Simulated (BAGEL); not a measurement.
**AlH3Br− (SMILES [AlH3-][Br]): HF/STO-3G (density fitting with qzvpp-jkfit)**

What is the energy change on altering one bond length of AlH3Br− at HF/STO-3G (density fitting with qzvpp-jkfit)? 

The calculation is run with BAGEL 1.2.2.

7 further runs of the same task are left out: 2 for a known fault of the program, 4 that didn't finish, 1 set aside as unsound or not needed.

### 1 The system as given

The species is AlH3Br− (5 atoms), meant as a singlet with charge -1. SMILES: `[AlH3-][Br]`. Geometry: a GFN2-xTB relaxation, a rough one for these elements and not checked as a minimum.

Bond lengths: Al1–Br2 2.304 Å, Al1–H3 1.604 Å, Al1–H4 1.604 Å, Al1–H5 1.604 Å. Angles: Br2–Al1–H3 106.9°, Br2–Al1–H4 106.9°, Br2–Al1–H5 106.9°, H3–Al1–H4 112.0°, H3–Al1–H5 111.9°, H4–Al1–H5 111.9°.

### 2 The energy at HF/STO-3G (density fitting with qzvpp-jkfit)

Input file input.json:

```json
{ "bagel" : [

{
  "title" : "molecule",
  "basis" : "sto-3g",
  "df_basis" : "qzvpp-jkfit",
  "angstrom" : "true",
  "geometry" : [
    { "atom" : "Al", "xyz" : [    0.111890,   -0.001540,   -0.142390 ] },
    { "atom" : "Br", "xyz" : [   -1.314590,    0.020460,    1.667290 ] },
    { "atom" : "H", "xyz" : [    0.134100,    1.487580,   -0.738230 ] },
    { "atom" : "H", "xyz" : [   -0.483530,   -1.058610,   -1.191520 ] },
    { "atom" : "H", "xyz" : [    1.552130,   -0.447890,    0.404850 ] }
  ]
},
{
  "title" : "hf",
  "charge" : -1
},
{
  "title" : "print",
  "file" : "orbitals.molden",
  "orbitals" : "true"
}

]}
```

Command:

```bash
BAGEL_NUM_THREADS=1 BAGEL input.json > input.out
```

Output:

```text
* using 1 threads per process

  ===============================================================
  ===============================================================

  *** Geometry ***

  { "atom" : "Al", "xyz" : [      0.211441,     -0.002910,     -0.269078 ] },
  { "atom" : "Br", "xyz" : [     -2.484215,      0.038664,      3.150721 ] },
  { "atom" : "H", "xyz" : [      0.253412,      2.811119,     -1.395053 ] },
  { "atom" : "H", "xyz" : [     -0.913739,     -2.000483,     -2.251646 ] },
  { "atom" : "H", "xyz" : [      2.933101,     -0.846389,      0.765056 ] },

  Number of auxiliary basis functions:      448

  Since a DF basis is specified, we compute 2- and 3-index integrals:
    o Being stored without compression. Storage requirement is 0.003 GB

  Number of basis functions:       30
  Number of electrons      :       51

    * METHOD: MOLECULE                             0.14

  *** RHF ***

  === Nuclear Repulsion ===
   135.4911885057

      * DIIS with orbital gradients will be used.

  === RHF iteration (sto-3g) ===
      0      -2785.35270655          0.00710966           0.02
      1      -2785.37606858          0.00150720           0.02
      2      -2785.37721502          0.00029449           0.02
      3      -2785.37726132          0.00001289           0.02
      4      -2785.37726140          0.00000111           0.02
      5      -2785.37726140          0.00000014           0.02
      6      -2785.37726140          0.00000002           0.02
      7      -2785.37726140          0.00000000           0.02
    * SCF iteration converged.

    * Permanent dipole moment:
           (    0.829799,    -0.013715,    -1.050612) a.u.

    * METHOD: HF                                   0.27

    * METHOD: PRINT                                0.00

  ===============================================================
```

Run time: 0.52 s. Hardware: 1 thread of Arm Neoverse V1, shared host; peak memory 0.083 GiB.

### 3 The distorted shape

Input file input.json:

```json
{ "bagel" : [

{
  "title" : "molecule",
  "basis" : "sto-3g",
  "df_basis" : "qzvpp-jkfit",
  "angstrom" : "true",
  "geometry" : [
    { "atom" : "Al", "xyz" : [       0.825128,      -0.012540,      -1.047227 ] },
    { "atom" : "Br", "xyz" : [      -1.314590,       0.020460,       1.667290 ] },
    { "atom" : "H", "xyz" : [       0.847338,       1.476580,      -1.643067 ] },
    { "atom" : "H", "xyz" : [       0.229708,      -1.069610,      -2.096357 ] },
    { "atom" : "H", "xyz" : [       2.265368,      -0.458890,      -0.499987 ] }
  ]
},

{
  "title" : "hf",
  "charge" : -1
},

{
  "title" : "print",
  "file" : "orbitals.molden",
  "orbitals" : "true"
}

]}
```

Command:

```bash
BAGEL_NUM_THREADS=1 BAGEL input.json > input.out
```

Output:

```text
* using 1 threads per process

  ===============================================================
  ===============================================================

  *** Geometry ***

  { "atom" : "Al", "xyz" : [      1.559266,     -0.023697,     -1.978972 ] },
  { "atom" : "Br", "xyz" : [     -2.484215,      0.038664,      3.150721 ] },
  { "atom" : "H", "xyz" : [      1.601237,      2.790332,     -3.104947 ] },
  { "atom" : "H", "xyz" : [      0.434085,     -2.021270,     -3.961541 ] },
  { "atom" : "H", "xyz" : [      4.280925,     -0.867176,     -0.944838 ] },

  Number of auxiliary basis functions:      448

  Since a DF basis is specified, we compute 2- and 3-index integrals:
    o Being stored without compression. Storage requirement is 0.003 GB

  Number of basis functions:       30
  Number of electrons      :       51

    * METHOD: MOLECULE                             0.13

  *** RHF ***

  === Nuclear Repulsion ===
    96.3107855326

      * DIIS with orbital gradients will be used.

  === RHF iteration (sto-3g) ===
      0      -2785.23593109          0.00768083           0.02
      1      -2785.26435011          0.00197306           0.02
      2      -2785.26657669          0.00050106           0.02
      3      -2785.26675027          0.00004826           0.02
      4      -2785.26675204          0.00000763           0.02
      5      -2785.26675210          0.00000112           0.02
      6      -2785.26675210          0.00000016           0.02
      7      -2785.26675210          0.00000002           0.02
      8      -2785.26675210          0.00000000           0.02
    * SCF iteration converged.

    * Permanent dipole moment:
           (   -0.192574,     0.002248,     0.246243) a.u.

    * METHOD: HF                                   0.29

    * METHOD: PRINT                                0.00

  ===============================================================
```

Run time: 0.54 s. Hardware: 1 thread of Arm Neoverse V1, shared host; peak memory 0.083 GiB.

### 4 What came out

At HF/STO-3G (density fitting with qzvpp-jkfit):

```
                                                              quantity           value
                                             first shape: total energy  -2785.37726 Eh
                                              first shape: HOMO energy        -1.31 eV
                                              first shape: LUMO energy        19.30 eV
    first shape: HOMO–LUMO gap (to an unbound level, set by the basis)        20.61 eV
                                         distorted shape: total energy  -2785.26675 Eh
                                          distorted shape: HOMO energy         1.09 eV
                                          distorted shape: LUMO energy        11.71 eV
distorted shape: HOMO–LUMO gap (to an unbound level, set by the basis)        10.61 eV
   energy change with the Al1–Br2 bond stretched from 2.304 to 3.457 Å        3.007 eV
```

What this shows: With the Al1–Br2 bond stretched from 2.304 to 3.457 Å the energy rises by 3.01 eV (69 kcal/mol). The first shape isn't relaxed at this level, so the change isn't measured from a minimum. The minimal basis adds a large error of its own. The HOMO (distorted shape) lies at positive energy, 1.09 eV: the electron is unbound at this level or held by a compact basis; values depend on the basis.
